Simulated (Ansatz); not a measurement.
# CH6ClFSSi2: the cost of one run

All numbers below are computed with Ansatz 0.2.0 (RKS LDA/def2-SVP).

## (1) Starting point

Bond lengths: C1–S2 1.868 Å, S2–Si3 2.147 Å, Si3–Si4 2.284 Å, Si4–F5 1.553 Å, Si4–Cl6 2.070 Å, C1–H7 1.071 Å, C1–H8 1.097 Å, C1–H9 1.079 Å, Si3–H10 1.539 Å, Si3–H11 1.462 Å, Si4–H12 1.526 Å. Angles (14 of 19 angles, heavy atoms first): C1–S2–Si3 103.1°, S2–Si3–Si4 115.8°, Si3–Si4–F5 113.8°, Si3–Si4–Cl6 112.0°, F5–Si4–Cl6 110.3°, S2–C1–H7 106.1°, S2–C1–H8 107.1°, S2–C1–H9 107.6°, S2–Si3–H10 105.8°, S2–Si3–H11 106.8°, Si4–Si3–H10 109.5°, Si4–Si3–H11 112.1°, Si3–Si4–H12 109.2°, F5–Si4–H12 107.6°.

Structure file:

```xyz
12

C    -0.1103   -2.6623    0.3815
S    -1.0380   -1.0423    0.4391
Si    0.3977    0.3674   -0.3101
Si   -0.2381    2.5605   -0.2522
F     0.7766    3.5264   -0.9231
Cl   -0.6656    3.1919    1.6722
H    -0.7939   -3.4093    0.7296
H     0.1765   -2.8333   -0.6635
H     0.7329   -2.5796    1.0503
H     1.6598    0.1760    0.5487
H     0.7514   -0.0662   -1.6612
H    -1.5720    2.7156   -0.9773
```

## (2) End point A

input.yaml

```yaml
crystal:
  periodic: [false, false, false]
  atoms:
    - { symbol: C, position_ang: [-0.1103, -2.6623, 0.3815] }
    - { symbol: S, position_ang: [-1.038, -1.0423, 0.4391] }
    - { symbol: Si, position_ang: [0.3977, 0.3674, -0.3101] }
    - { symbol: Si, position_ang: [-0.2381, 2.5605, -0.2522] }
    - { symbol: F, position_ang: [0.7766, 3.5264, -0.9231] }
    - { symbol: Cl, position_ang: [-0.6656, 3.1919, 1.6722] }
    - { symbol: H, position_ang: [-0.7939, -3.4093, 0.7296] }
    - { symbol: H, position_ang: [0.1765, -2.8333, -0.6635] }
    - { symbol: H, position_ang: [0.7329, -2.5796, 1.0503] }
    - { symbol: H, position_ang: [1.6598, 0.176, 0.5487] }
    - { symbol: H, position_ang: [0.7514, -0.0662, -1.6612] }
    - { symbol: H, position_ang: [-1.572, 2.7156, -0.9773] }
basis:
  gaussian: { orbitals: def2-SVP }
hamiltonian:
  xc: lda
relax:
  f_tol: 0.015
  max_steps: 40
```

Run with:

```
ansatz run input.yaml --threads 2 --pin off --max-ram 3072MiB --backend cpu --events-out ev --progress --plain --runs-dir out
```

What time and memory should one allow on 2 threads of Intel Xeon Platinum 8488C (Sapphire Rapids), shared host?

About 41 s, with a peak of 0.2 GiB.
